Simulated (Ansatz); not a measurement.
# Al4TlZn: the cost of one run

Computed with Ansatz 0.2.0 (DFT PBE, scalar-relativistic, plane waves, PAW, unless a step's input says otherwise).

## Step 1: The starting structure

The structure is cubic, space group F-43m (No. 216). Conventional cell: a = 7.801 Å, b = 7.801 Å, c = 7.801 Å, α = 90.00°, β = 90.00°, γ = 90.00°. Al (site symmetry 3m) has 6 Al at 2.76 Å as nearest neighbours. Around Zn (site symmetry -43m) lie 12 Al at 3.23 Å and 4 Tl at 3.38 Å. Tl (site symmetry -43m) has 12 Al at 3.23 Å and 4 Zn at 3.38 Å as nearest neighbours.

Structure file:

```
CELL_PARAMETERS angstrom
0.00000 3.90052 3.90052
3.90052 0.00000 3.90052
3.90052 3.90052 0.00000
ATOMIC_POSITIONS crystal
Al 0.87483 0.37506 0.37506
Al 0.37506 0.37506 0.37506
Al 0.37506 0.87483 0.37506
Al 0.37506 0.37506 0.87483
Zn 0.75000 0.75000 0.75000
Tl 0.00000 0.00000 0.00000
```

Recipe of the guess: species swapped into a database cell of ZrTiW4 (F-43m, No. 216), with Tl on the Zr sites, Zn on the Ti sites and Al on the W sites. Lengths come from tabulated atomic sizes and are only a guess.

## Step 2: A first look at the guess

File input.yaml:

```yaml
crystal:
  lattice:
    - [0.0, 3.90052415, 3.90052415]
    - [3.90052415, 0.0, 3.90052415]
    - [3.90052415, 3.90052415, 0.0]
  atoms:
    - { symbol: Al, position: [0.87483299, 0.37505567, 0.37505567] }
    - { symbol: Al, position: [0.37505567, 0.37505567, 0.37505567] }
    - { symbol: Al, position: [0.37505567, 0.87483299, 0.37505567] }
    - { symbol: Al, position: [0.37505567, 0.37505567, 0.87483299] }
    - { symbol: Zn, position: [0.75, 0.75, 0.75] }
    - { symbol: Tl, position: [0.0, 0.0, 0.0] }
basis:
  ecutwfc: 420
kpoints:
  mp_grid: { grid: [4, 4, 4] }
hamiltonian:
  xc: pbe
scf:
  occupations: { method: gaussian, width: 0.1 }
  lower_state_search: "off"
output:
  forces: true
  stress: true
  eigenvalues: true
```

The run is started by

```sh
> ansatz run input.yaml --threads 1 --pin off --max-ram 2048MiB --backend cpu --events-out ev --progress --plain --runs-dir out
```

**Question.** How long does this run take on 1 thread of Arm Neoverse V2, shared host, and how much memory does it need?

About 2.2 s, with a peak of 0.33 GiB.
